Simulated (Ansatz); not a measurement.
Working through an equation of state with a fit of KSr3, space group Fm-3m

With Ansatz 0.2.0, Python API.

Run as a notebook:

```python
import warnings

import ansatz as az
import numpy as np
from scipy.optimize import curve_fit

VECTORS = np.array([
    [0.0, 4.895331, 4.895331],
    [4.895331, 0.0, 4.895331],
    [4.895331, 4.895331, 0.0],
])
SITES = [
    ("K", (0.0, 0.0, 0.0)),
    ("Sr", (0.25, 0.25, 0.25)),
    ("Sr", (0.75, 0.75, 0.75)),
    ("Sr", (0.5, 0.5, 0.5)),
]
```

```python
def build(cell):
    crystal = az.Crystal(lattice=az.Lattice.of(cell))
    for symbol, position in SITES:
        crystal = crystal.atom(symbol, position)
    return crystal
```

```python
def vinet(v, e0, v0, b0, b1):
    eta = (v / v0) ** (1 / 3)
    return e0 + 2 * b0 * v0 / (b1 - 1) ** 2 * (2 - (5 + 3 * b1 * (eta - 1) - 3 * eta) * np.exp(-1.5 * (b1 - 1) * (eta - 1)))
```

```python
warnings.simplefilter("ignore", az.DeckWarning)
```

```python
volumes, energies, pressures = [], [], []
for scale in np.linspace(0.92, 1.08, 7):
    cell = VECTORS * scale ** (1 / 3)
    job = (
        build(cell).calculation()
        .occupations(az.OccupationsMethod.FERMI_DIRAC, width=0.1)
        .basis(23 * az.Ha)
        .functional("r2scan")
        .kpoints(4, 4, 4)
        .stress()
    )
    data = job.run(threads=1, pin="off").report
    volumes.append(abs(np.linalg.det(cell)) / len(SITES))
    energies.append(data["free_energy_ev"] / len(SITES))
    pressures.append(np.trace(data["stress_gpa"]) / 3)
    print(f"V = {volumes[-1]:8.4f} A^3/atom  F = {energies[-1]:.5f} eV/atom  P = {pressures[-1]:8.3f} GPa")
```

    V =  53.9640 A^3/atom  F = -3051.83833 eV/atom  P =    1.101 GPa
    V =  55.5282 A^3/atom  F = -3051.84735 eV/atom  P =    0.756 GPa
    V =  57.0923 A^3/atom  F = -3051.85320 eV/atom  P =    0.449 GPa
    V =  58.6565 A^3/atom  F = -3051.85622 eV/atom  P =    0.175 GPa
    V =  60.2207 A^3/atom  F = -3051.85671 eV/atom  P =   -0.070 GPa
    V =  61.7849 A^3/atom  F = -3051.85494 eV/atom  P =   -0.289 GPa
    V =  63.3490 A^3/atom  F = -3051.85115 eV/atom  P =   -0.485 GPa

```python
guess = (min(energies), volumes[int(np.argmin(energies))], 0.5, 4.5)
(e0, v0, b0, b1), _ = curve_fit(vinet, np.array(volumes), np.array(energies), p0=guess, maxfev=20000)
print(f"Vinet fit: V0 = {v0:.4f} A^3/atom, B0 = {160.21766 * b0:.1f} GPa, B1 = {b1:.2f}")
print("largest residual", round(1000 * float(np.abs(vinet(np.array(volumes), e0, v0, b0, b1) - energies).max()), 3), "meV/atom")
```

    Vinet fit: V0 = 59.7564 A^3/atom, B0 = 9.1 GPa, B1 = 3.28
    largest residual 0.002 meV/atom

A third-order Birch-Murnaghan fit through the 7 points (the script's own form differs a little) has its minimum at 59.76 Å³ an atom, 1.9 % above the typed cell, with a bulk modulus of 9 GPa and dB/dP = 3.3. From that minimum the energy rises by 18.5 meV an atom on the compressed side and 5.7 meV on the expanded side.

Reading the output:
- Total energies depend on the potentials; only differences at equal settings carry meaning.
- For a metal this k-point mesh is coarse: on a finer one energies can move by several to tens of meV an atom and pressures by half a GPa or more, differences at one mesh by less.
- Pressure is positive in compression.
- The structure comes from a database of computed cells and needn't be a stable or known phase.
- Finished in 52 s on 1 thread of Intel(R) Xeon(R) 6975P-C (Granite Rapids), with other jobs on the host, peak memory 1.5 GiB.

(Lines on the test bed's own set-up are left out of the output.)
